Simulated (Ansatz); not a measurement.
# GaH₅O₃S: how energies converge with the basis set

An exercise on one series of results from a longer session: the logs are not shown, and one member is left open.

The runs use Ansatz 0.2.0, Gaussian basis; one geometry, several basis sets.

Plan: PBE0-D4/def2-SVP; ωB97M-V/def2-SVP; PBE0-D4/def2-QZVPP; ωB97M-V/def2-QZVPP; the functionals' def2-TZVPP values are taken from earlier runs.

**The relaxed structure**

The geometry comes from an earlier relaxation with PBE0-D4 in a triple-zeta def2 set; it is a stationary point, not always the lowest conformer.

10 atoms, charge 0, spin multiplicity 1.

Atoms are counted from 1 here; the program's logs count them from 0.

Bond lengths: O1–Ga2 1.802 Å, O1–H6 0.959 Å, Ga2–O3 1.798 Å, Ga2–O4 1.792 Å, Ga2–S5 2.607 Å, O3–H7 0.959 Å, O4–H8 0.959 Å, S5–H9 1.345 Å, S5–H10 1.344 Å. Angles: Ga2–O1–H6 112.3°, O1–Ga2–O3 117.7°, O1–Ga2–O4 118.8°, O1–Ga2–S5 94.5°, O3–Ga2–O4 119.0°, O3–Ga2–S5 95.5°, O4–Ga2–S5 101.3°, Ga2–O3–H7 112.6°, Ga2–O4–H8 112.4°, Ga2–S5–H9 90.5°, Ga2–S5–H10 90.0°, H9–S5–H10 92.8°.

Set-up of the first run:

in.yaml

```yaml
crystal:
  periodic: [false, false, false]
  atoms:
    - {symbol: O, position_ang: [-1.774228, 0.121249, 0.058773]}
    - {symbol: Ga, position_ang: [-0.111656, -0.573890, 0.083789]}
    - {symbol: O, position_ang: [0.777936, -0.554859, 1.646326]}
    - {symbol: O, position_ang: [0.335460, -1.789851, -1.154303]}
    - {symbol: S, position_ang: [1.021063, 1.569335, -0.874414]}
    - {symbol: H, position_ang: [-2.121934, 0.264677, 0.941283]}
    - {symbol: H, position_ang: [1.400698, -1.280231, 1.725118]}
    - {symbol: H, position_ang: [-0.396876, -2.008672, -1.733870]}
    - {symbol: H, position_ang: [-0.183938, 2.137204, -1.059907]}
    - {symbol: H, position_ang: [1.136672, 2.063836, 0.370205]}
basis:
  gaussian: {orbitals: def2-SVP}
hamiltonian: {xc: pbe0, dispersion: d4}
output: {orbitals: {seedname: orbitals}}
```

Command:

```
> ansatz run in.yaml --threads 4 --pin off --events-out ev --progress --plain --max-ram 10444MiB
```

Among the steps run: PBE0-D4 in def2-SVP; ωB97M-V in def2-SVP; PBE0-D4 in def2-QZVPP; ωB97M-V in def2-QZVPP.

One of the session's tables, all rows but one given; the rest of the session is left out.

It belongs to the step «Density functionals: the series». 

```
functional       basis  HOMO (eV)  LUMO (eV)
   PBE0-D4    def2-SVP      -7.90       0.20
   PBE0-D4  def2-TZVPP      -8.16      -0.33
   PBE0-D4  def2-QZVPP      -8.23      -0.49
   ωB97M-V    def2-SVP          ?          ?
   ωB97M-V  def2-TZVPP     -10.48       1.42
   ωB97M-V  def2-QZVPP     -10.55       0.91
```

**Question.** Estimate the row for ωB97M-V, def2-SVP.

As computed: HOMO (eV): -10.24; LUMO (eV): 1.96. In the column «HOMO (eV)» it lies between ωB97M-V, def2-TZVPP (-10.48) and PBE0-D4, def2-QZVPP (-8.23).
